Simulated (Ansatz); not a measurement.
# HfCH3+ (triplet): from Hartree-Fock to the top rungs, def2-SVP

The task here is to estimate one member of a computed series from the others.

Computed with Ansatz 0.2.0, Gaussian basis. Level: def2-SVP, core rule «outside noble gas», up to 5 orbitals frozen.

The runs, in order: UHF; CCSD(T) on ROHF; CCSD(T) on UHF; CISD as a restricted active space (open shells left free, so some higher excitations enter); CCSDT(Q) on ROHF; CCSDT(Q) on UHF.

13 further runs of the same task are left out: 3 that didn't finish, 10 set aside as unsound or not needed. Runs told in other sessions of the task aren't counted.

## What is computed

The geometry is a PBE0/def2-TZVP stationary point (not a proven minimum). No spin-orbit coupling is included. Elements past krypton take def2 core potentials.

5 atoms, charge 1, spin multiplicity 3.

Atoms are counted from 1 here; the program's logs count them from 0.

Bond lengths: Hf1–C2 2.110 Å, C2–H3 1.099 Å, C2–H4 1.099 Å, C2–H5 1.099 Å. Angles: Hf1–C2–H3 109.5°, Hf1–C2–H4 110.3°, Hf1–C2–H5 110.3°, H3–C2–H4 108.9°, H3–C2–H5 108.9°, H4–C2–H5 108.8°.

Set-up of the first run:

in.yaml reads:

```yaml
crystal:
  periodic: [false, false, false]
  atoms:
    - {symbol: Hf, position_ang: [0.000000, -0.000023, 0.169816]}
    - {symbol: C, position_ang: [0.000000, -0.000331, -1.940338]}
    - {symbol: H, position_ang: [-0.000008, 1.035246, -2.307293]}
    - {symbol: H, position_ang: [0.893482, -0.513585, -2.321593]}
    - {symbol: H, position_ang: [-0.893474, -0.513598, -2.321593]}
basis:
  gaussian: {orbitals: def2-SVP}
total_charge: 1
magnetization: {spin_polarized: true, initial_magnetization: 2}
hamiltonian: {xc: hf}
output: {orbitals: {seedname: orbitals}}
```

On the command line:

```console
$ ansatz run in.yaml --threads 1 --pin off --events-out ev --progress --plain --max-ram 2393MiB
```

Steps of the session up to this table: UHF; CCSD(T) on ROHF; CCSD(T) on UHF; CISD as a restricted active space (open shells left free, so some higher excitations enter); CCSDT(Q) on ROHF; CCSDT(Q) on UHF.

One table of the session follows, with a row left open; its other results are not shown here.

It belongs to the step «Misses and costs». 

| method | from RCCSDT(Q) (meV) |
| --- | --- |
| ROHF | +5753.7 |
| UHF | ? |
| RMP2 | +757.2 |
| UMP2 | +690.0 |
| RCCSD | +198.1 |
| UCCSD | +132.3 |
| RCCSD(T) | +24.6 |
| UCCSD(T) | -40.8 |
| RCCSDT | +8.2 |
| UCCSDT | -57.3 |
| RCCSDT(Q) | 0 |
| UCCSDT(Q) | -66.4 |

**Question.** Estimate the row for UHF.

The run gave: from RCCSDT(Q) (meV): +5670.4. In the column «from RCCSDT(Q) (meV)» it lies between RMP2 (+757.2) and ROHF (+5753.7).

Not comparable, so not listed: CISD as a restricted active space (open shells left free, so some higher excitations enter) (they don't share determinant, frozen orbitals or solution with the rows shown, or repeat one).

Caveats from the session: Restricted and unrestricted rows rest on different reference determinants; a gap between their highest levels can come from leftover correlation error, from unlike frozen cores or from another state.
